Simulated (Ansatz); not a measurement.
# CH6N2OSi: one species, many methods

The task here is to estimate one member of a computed series from the others.

Program: Ansatz 0.2.0, Gaussian basis. Level of theory: functionals in def2-TZVPP, the program's frozen cores in correlated methods. These are calculated values, not measurements.

Levels to be run: PBE-D4, r2SCAN-D4, PBE0-D4, B3LYP-D4, ωB97X-V, ωB97M-V, B2PLYP; CCSD(T)/def2-TZVPP; MP2/def2-QZVPP; extrapolation to the limit.

**The geometry**

An earlier PBE0-D4 in a triple-zeta def2 set relaxation fixed the geometry.

SMILES `NC1(N)O[SiH2]1`, 11 atoms, charge 0, spin multiplicity 1.

Atoms are counted from 1 here; the program's logs count them from 0.

Bond lengths: N1–C2 1.412 Å, N1–H6 1.011 Å, N1–H7 1.017 Å, C2–N3 1.426 Å, C2–O4 1.478 Å, C2–Si5 1.828 Å, N3–H8 1.014 Å, N3–H9 1.011 Å, O4–Si5 1.668 Å, Si5–H10 1.485 Å, Si5–H11 1.479 Å. Angles: C2–N1–H6 112.8°, C2–N1–H7 110.9°, H6–N1–H7 109.1°, N1–C2–N3 114.3°, N1–C2–O4 116.7°, N1–C2–Si5 124.7°, N3–C2–O4 108.1°, N3–C2–Si5 118.8°, O4–C2–Si5 59.5°, C2–N3–H8 110.1°, C2–N3–H9 110.5°, H8–N3–H9 110.1°, C2–O4–Si5 70.7°, C2–Si5–O4 49.8°, C2–Si5–H10 123.4°, C2–Si5–H11 122.1°, O4–Si5–H10 115.3°, O4–Si5–H11 117.7° and more.

The first run:

in.yaml

```yaml
crystal:
  periodic: [false, false, false]
  atoms:
    - {symbol: N, position_ang: [0.182835, 1.253829, 0.812298]}
    - {symbol: C, position_ang: [0.048639, -0.007977, 0.192284]}
    - {symbol: N, position_ang: [0.170175, -1.115169, 1.083004]}
    - {symbol: O, position_ang: [-1.157499, -0.215507, -0.636898]}
    - {symbol: Si, position_ang: [0.198583, -0.304021, -1.604925]}
    - {symbol: H, position_ang: [0.191157, 2.017088, 0.149328]}
    - {symbol: H, position_ang: [-0.563226, 1.407309, 1.485694]}
    - {symbol: H, position_ang: [-0.734775, -1.346061, 1.478124]}
    - {symbol: H, position_ang: [0.828150, -0.905430, 1.821360]}
    - {symbol: H, position_ang: [0.338317, 0.786118, -2.603093]}
    - {symbol: H, position_ang: [0.563043, -1.627279, -2.156575]}
basis:
  gaussian: {orbitals: def2-TZVPP}
hamiltonian: {xc: pbe, dispersion: d4}
output: {forces: true, orbitals: {seedname: orbitals}}
```

On the command line:

```console
> ansatz run in.yaml --threads 4 --pin off --events-out ev --progress --plain --max-ram 10444MiB
```

Among the steps run: PBE-D4 (GGA); r2SCAN-D4 (meta-GGA); PBE0-D4 (hybrid); B3LYP-D4 (hybrid); ωB97X-V (range-separated); ωB97M-V (range-separated); B2PLYP (double hybrid); CCSD(T) in def2-TZVPP; MP2 in def2-QZVPP.

One table of the session follows, with a row left open; its other results are not shown here.

It belongs to the step «Atomisation energies». 

```
            method  atomisation energy (kcal/mol)
            PBE-D4                          961.4
         r2SCAN-D4                          931.6
           PBE0-D4                          933.2
          B3LYP-D4                          935.0
           ωB97X-V                          939.6
           ωB97M-V                              ?
            B2PLYP                          921.9
     HF/def2-TZVPP                          607.9
    MP2/def2-TZVPP                          918.5
   CCSD/def2-TZVPP                          881.6
CCSD(T)/def2-TZVPP                          900.0
           MP2/CBS                          951.6
       CCSD(T)/CBS                          933.1
```

Estimate the missing values for ωB97M-V.

The run gave: atomisation energy (kcal/mol): 938.6. In the column «atomisation energy (kcal/mol)» it lies between B3LYP-D4 (935.0) and ωB97X-V (939.6).
